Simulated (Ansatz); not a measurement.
# C3H9GeN: one species, many methods

An exercise on one series of results from a longer session: the logs are not shown, and one member is left open.

Computed with Ansatz 0.2.0, Gaussian basis. Level: functionals in def2-TZVPP, the program's frozen cores in correlated methods.

Plan: LDA (SPW92), PBE-D4, revPBE-D4, BLYP-D4, r2SCAN-D4, B97M-V, PBE0-D4, B3LYP-D4, r2SCANh-D4, r2SCAN0-D4, HSE06-D4, BHLYP-D4, CAM-B3LYP-D4, LC-ωPBE, ωB97X-V, ωB97M-V, B2PLYP, PBE-QIDH; CCSD(T)/def2-SVP; CCSD(T)/def2-TZVPP; MP2/def2-QZVPP; extrapolation to the limit; RPA on PBE.

## The relaxed structure

An earlier PBE0-D4 in a triple-zeta def2 set relaxation fixed the geometry.

SMILES `C[CH](C)[Ge][NH2]`, 14 atoms, charge 0, spin multiplicity 1.

Atoms are counted from 1 here; the program's logs count them from 0.

Bond lengths: C1–C2 1.522 Å, C1–H6 1.097 Å, C1–H7 1.094 Å, C1–H8 1.094 Å, C2–C3 1.523 Å, C2–Ge4 2.025 Å, C2–H9 1.097 Å, C3–H10 1.094 Å, C3–H11 1.095 Å, C3–H12 1.097 Å, Ge4–N5 1.819 Å, N5–H13 1.009 Å, N5–H14 1.007 Å. Angles: C2–C1–H6 111.2°, C2–C1–H7 112.3°, C2–C1–H8 111.7°, H6–C1–H7 107.2°, H6–C1–H8 107.0°, H7–C1–H8 107.1°, C1–C2–C3 111.9°, C1–C2–Ge4 112.5°, C1–C2–H9 108.3°, C3–C2–Ge4 111.0°, C3–C2–H9 108.3°, Ge4–C2–H9 104.4°, C2–C3–H10 111.6°, C2–C3–H11 112.3°, C2–C3–H12 111.2°, H10–C3–H11 107.1°, H10–C3–H12 107.1°, H11–C3–H12 107.2° and more.

As a file:

| atom | x (Å) | y (Å) | z (Å) |
| --- | --- | --- | --- |
| C1 | -1.1466 | 0.0534 | 0.9559 |
| C2 | 0.2783 | 0.4917 | 0.6484 |
| C3 | 1.2283 | -0.6949 | 0.5477 |
| Ge4 | 0.3910 | 1.6558 | -1.0047 |
| N5 | -0.2789 | 0.4327 | -2.1719 |
| H6 | -1.1940 | -0.5125 | 1.8940 |
| H7 | -1.8301 | 0.9021 | 1.0542 |
| H8 | -1.5490 | -0.5949 | 0.1713 |
| H9 | 0.6232 | 1.1404 | 1.4625 |
| H10 | 0.9355 | -1.3774 | -0.2563 |
| H11 | 2.2595 | -0.3865 | 0.3488 |
| H12 | 1.2379 | -1.2763 | 1.4774 |
| H13 | -0.5870 | -0.5014 | -1.9459 |
| H14 | -0.3810 | 0.6386 | -3.1523 |

Set-up of the first run:

The input, in.yaml:

```yaml
crystal:
  periodic: [false, false, false]
  atoms:
    - {symbol: C, position_ang: [-1.146590, 0.053394, 0.955860]}
    - {symbol: C, position_ang: [0.278349, 0.491727, 0.648393]}
    - {symbol: C, position_ang: [1.228306, -0.694929, 0.547656]}
    - {symbol: Ge, position_ang: [0.391047, 1.655794, -1.004721]}
    - {symbol: N, position_ang: [-0.278854, 0.432747, -2.171922]}
    - {symbol: H, position_ang: [-1.194047, -0.512542, 1.894013]}
    - {symbol: H, position_ang: [-1.830134, 0.902116, 1.054218]}
    - {symbol: H, position_ang: [-1.548992, -0.594933, 0.171286]}
    - {symbol: H, position_ang: [0.623191, 1.140412, 1.462498]}
    - {symbol: H, position_ang: [0.935518, -1.377379, -0.256310]}
    - {symbol: H, position_ang: [2.259519, -0.386549, 0.348763]}
    - {symbol: H, position_ang: [1.237878, -1.276305, 1.477387]}
    - {symbol: H, position_ang: [-0.587023, -0.501405, -1.945930]}
    - {symbol: H, position_ang: [-0.380967, 0.638553, -3.152292]}
basis:
  gaussian: {orbitals: def2-TZVPP}
hamiltonian: {xc: lda}
output: {orbitals: {seedname: orbitals}}
```

Command:

```bash
$ ansatz run in.yaml --threads 8 --pin off --events-out ev --progress --plain --max-ram 18278MiB
```

Among the steps run: LDA; PBE-D4 (GGA); revPBE-D4 (GGA); BLYP-D4 (GGA); r2SCAN-D4 (meta-GGA); B97M-V (meta-GGA); B3LYP-D4 (hybrid); r2SCANh-D4 (hybrid); r2SCAN0-D4 (hybrid); HSE06-D4 (hybrid); BHLYP-D4 (hybrid); CAM-B3LYP-D4 (range-separated); LC-ωPBE (range-separated); ωB97X-V (range-separated); ωB97M-V (range-separated); B2PLYP (double hybrid); PBE-QIDH (double hybrid).

One of the session's tables, all rows but one given; the rest of the session is left out.

It belongs to the step «Frontier levels by functional». 

| functional | HOMO (eV) | gap (eV) |
| --- | --- | --- |
| LDA (SPW92) | -5.04 | 2.65 |
| PBE-D4 | -4.91 | 2.76 |
| revPBE-D4 | -4.85 | 2.81 |
| BLYP-D4 | -4.79 | 2.74 |
| r2SCAN-D4 | -5.12 | 3.05 |
| B97M-V | -5.15 | 3.13 |
| PBE0-D4 | ? | ? |
| B3LYP-D4 | -5.78 | 4.19 |
| r2SCANh-D4 | -5.51 | 3.73 |
| r2SCAN0-D4 | -6.09 | 4.76 |
| HSE06-D4 | -5.55 | 3.82 |
| BHLYP-D4 | -6.89 | 6.38 |
| CAM-B3LYP-D4 | -7.21 | 6.88 |
| LC-ωPBE | -8.45 | 9.25 |
| ωB97X-V | -8.15 | 8.83 |
| ωB97M-V | -8.05 | 8.60 |

Estimate the missing values for PBE0-D4.

As computed: HOMO (eV): -5.94; gap (eV): 4.58. In the column «HOMO (eV)» it lies between r2SCAN0-D4 (-6.09) and B3LYP-D4 (-5.78).
